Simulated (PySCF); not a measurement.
# C₆H₇NSi: electronic excitations

Aim: predict the electronic excitations of C₆H₇NSi (`[H]/N=C\C#CC1=CC[SiH2]1`).

Programs: PySCF 2.14.0, with density-fitted response routines of our own. Each step states its level of theory. These are calculated values for one molecule in the gas phase, unless marked as measured. Atoms are numbered from 0 throughout.

### 1 The molecule as given

15 atoms, charge 0, multiplicity 1; geometry from: GFN2-xTB.

Bonds of the start (Å): N0–C1 1.26, C1–C2 1.41, C2–C3 1.21, C3–C4 1.39, C4–C5 1.35, C5–C6 1.50, C6–Si7 1.93, Si7–C4 1.91, N0–H8 1.02, C1–H9 1.09, C5–H10 1.08, C6–H11 1.09, C6–H12 1.09, Si7–H13 1.46, Si7–H14 1.46.

### 2 Excited states and response: CAM-B3LYP/def2-SVPD

What the job is given:

```
{"job": {"kind": "uv", "xc": "CAM-B3LYP", "basis": "def2-SVPD", "nstates": 8, "ntriplets": 3}, "charge": 0, "multiplicity": 1}
N      4.269606     0.483654     0.198508
C      3.388922     0.508900    -0.708490
C      2.005587     0.275111    -0.556942
C      0.836504     0.031747    -0.336955
C     -0.517223    -0.146876    -0.091540
C     -1.334796    -1.182125    -0.357793
C     -2.685909    -0.774426     0.159858
Si    -1.899160     0.894593     0.718000
H      3.909688     0.269509     1.128887
H      3.728195     0.733652    -1.718201
H     -1.097693    -2.122176    -0.832817
H     -3.060120    -1.436216     0.941274
H     -3.448013    -0.735994    -0.618694
H     -2.316698     2.090269    -0.008944
H     -1.783304     1.118366     2.156478
```

Level: TDDFT CAM-B3LYP/def2-SVPD, vertical, gas phase, core orbitals frozen in the response.

On the command line:

```console
$ OMP_NUM_THREADS=1 python probes_run.py task.json out
```

This one command runs all jobs of the session in turn.

Log:

```text
coarse grid: 13544 points
cycle   1  E = -576.3670923366  dE =  1.366e+00  |g| = 4.563e-01  |ddm| = 1.781e+01
cycle   2  E = -576.3644555365  dE =  2.637e-03  |g| = 5.294e-01  |ddm| = 5.026e+00
cycle   3  E = -576.4238349991  dE = -5.938e-02  |g| = 9.292e-02  |ddm| = 1.228e+00
cycle   4  E = -576.4257477595  dE = -1.913e-03  |g| = 4.095e-02  |ddm| = 2.764e-01
cycle   5  E = -576.4261689514  dE = -4.212e-04  |g| = 1.040e-02  |ddm| = 1.923e-01
cycle   6  E = -576.4261921499  dE = -2.320e-05  |g| = 4.833e-03  |ddm| = 5.170e-02
cycle   7  E = -576.4261987017  dE = -6.552e-06  |g| = 1.568e-03  |ddm| = 1.454e-02
final grid: 127776 points
cycle   8  E = -576.5201624642  dE = -2.638e-05  |g| = 3.219e-03  |ddm| = 2.079e-01
cycle   9  E = -576.5201609254  dE =  1.539e-06  |g| = 4.161e-03  |ddm| = 2.614e-02
cycle  10  E = -576.5201652043  dE = -4.279e-06  |g| = 7.960e-04  |ddm| = 1.258e-02
cycle  11  E = -576.5201653554  dE = -1.511e-07  |g| = 1.688e-04  |ddm| = 1.973e-03
cycle  12  E = -576.5201653633  dE = -7.946e-09  |g| = 5.084e-05  |ddm| = 6.898e-04
cycle  13  E = -576.5201653642  dE = -8.881e-10  |g| = 1.190e-05  |ddm| = 2.668e-04
converged SCF energy = -576.5201653642

Static polarisability (au): isotropic 111.807, principal 76.322 89.377 169.722

Singlet excitations
state   eV       nm        f      main configurations
  1   4.4112    281.1   0.01129   H->L 0.56, H-1->L 0.13, H->L+1 0.12
  2   4.8553    255.4   0.01970   H-1->L 0.56, H-1->L+1 0.27
  3   4.9437    250.8   0.01795   H-2->L 0.55, H-2->L+1 0.15, H->L 0.13
  4   5.1753    239.6   0.02259   H->L+1 0.55, H-1->L+1 0.26
  5   6.0849    203.8   0.97431   H-1->L+1 0.32, H->L+1 0.19, H->L 0.17
  6   6.1788    200.7   0.02997   H->L+2 0.83
  7   6.5431    189.5   0.00049   H-3->L 0.50, H-3->L+1 0.44
  8   6.6855    185.5   0.00779   H->L+3 0.81

Triplet excitations (Tamm-Dancoff, eV): 3.3016 3.6953 3.8949
```

Wall time 54 s (1 thread of Arm Neoverse V2, shared host); peak memory 1 GiB.

The orbitals next to the gap, with their largest atomic shares:

```csv
orbital,eV,atoms
HOMO−3,-10.25,"C6 40 %, Si7 24 %, C5 12 %"
HOMO−2,-9.32,"N0 60 %, C1 16 %, H8 8 %"
HOMO−1,-8.71,"C2 26 %, C3 24 %, N0 17 %"
HOMO,-8.28,"C2 21 %, C5 20 %, C3 18 %"
LUMO,-0.39,"N0 18 %, C1 16 %, C3 15 %"
LUMO+1,0.07,"C5 19 %, C4 16 %, C3 13 %"
LUMO+2,0.72,"Si7 32 %, C6 13 %, H14 11 %"
```

With each of the 8 states as a Gaussian band of 0.4 eV half-width at 1/e, the curve within the window shown has maxima at 248 nm (ε 2,200), 203 nm (ε 41,000) L/(mol cm). Beyond the last state computed it falls off for lack of states. The curve at chosen wavelengths:

nm, ε (L/mol/cm) and a bar:
```
      177        454 
      183       2813 ##
      189      11447 #########
      195      27268 #####################
      201      39581 ##############################
      206      38922 ##############################
      212      27343 #####################
      218      14257 ###########
      224       6133 #####
      230       2850 ##
      236       2097 ##
      242       2157 ##
      248       2246 ##
      253       2172 ##
      259       1920 #
      265       1585 #
      271       1257 #
      277        977 #
      283        752 #
      289        569 
      295        419 
      300        316 
      306        216 
      312        141 
      318         88 
      324         53
```

Leading natural transition orbitals of singlet state 5: the hole lies on C2 27 %; C3, C4 about 17 % each; C5 13 %; the particle on C4, C5 about 18 % each; C1 12 %; N0 11 %.

Leading natural transition orbitals of singlet state 1: the hole lies on C2 26 %; N0 25 %; C3 20 %; the particle on N0 24 %; C1, C3 about 21 % each; C2 12 %.

Further results of this job:

```
           property  computed
  dipole moment (D)      3.84
polarisability (Å³)     16.57
 HOMO–LUMO gap (eV)      7.90
      −ε(HOMO) (eV)      8.28
```

Orbitals, density, ELF and potential are computed afterwards from the orbital file.

Frontier orbitals at CAM-B3LYP/def2-SVPD, with the share of their density that lies nearest to each atom:

```
orbital  energy (eV)                                                  lies on
   HOMO        -8.28   C2, C5 about 24 % each; C3, C4 about 16 % each; N0 7 %
   LUMO        -0.39  N0 17 %; C1, C3 about 15 % each; C2, C5 about 12 % each
```

ELF in a plane through or near 7 of the atoms.

Ten even steps from '0' (0.00) to '9' (0.99):
```
0000000000000000000000000000
0000000000000000000000000000
0000000000000000000000000000
0000000000000000011000000000
0000000000000001353100000000
0000000000000002565200000000
0001332000100012110210000000
0015654202431046175430000000
0058878536775369522971000000
0168878475774857739962000000
0036565292337922646256200000
0012146575774858668288400000
0000024326665115237566300000
0000001003432007973122100000
0000000000100029993000000000
0000000000000029992000000000
0000000000000003630000000000
0000000000000000000000000000
0000000000000000000000000000
0000000000000000000000000000
```
The map spans 13.7 Å across and 9.6 Å up, centred on the molecule. Atoms in the plane (x, y in Å): C1 (-3.5, -0.2), C2 (-2.1, -0.2), C3 (-0.9, -0.2), C4 (0.5, -0.1), C5 (1.4, -1.1), C6 (2.8, -0.4), Si7 (1.8, 1.2).

On the surface of density 0.002 e/bohr³ the electrostatic potential runs, from the 1st to the 99th percentile, from -1.85 V near N0 to 1.47 V near Si7.

### 3 Outcome

| quantity | value |
| --- | --- |
| lowest singlet (CAM-B3LYP/def2-SVPD) | 4.41 eV (281 nm), f = 0.011 |
| brightest single state of those computed | state 5, 6.08 eV, f = 0.974 |
| lowest triplet | 3.30 eV |
| surface potential, 1st and 99th percentile | -1.85 V and 1.47 V |

**Reading.** The lowest singlet, at 4.41 eV, is HOMO→LUMO 0.56, HOMO−1→LUMO 0.13 and is weak; of the 8 states computed, the strongest absorption comes from state 5 at 6.08 eV. The lowest triplet lies 1.11 eV below the lowest singlet (triplets in Tamm-Dancoff, singlets in full TDDFT). By nearest atom (CAM-B3LYP/def2-SVPD), the HOMO sits on C2, C5 about 24 % each; C3, C4 about 16 % each and the LUMO on N0 17 %; C1, C3 about 15 % each.
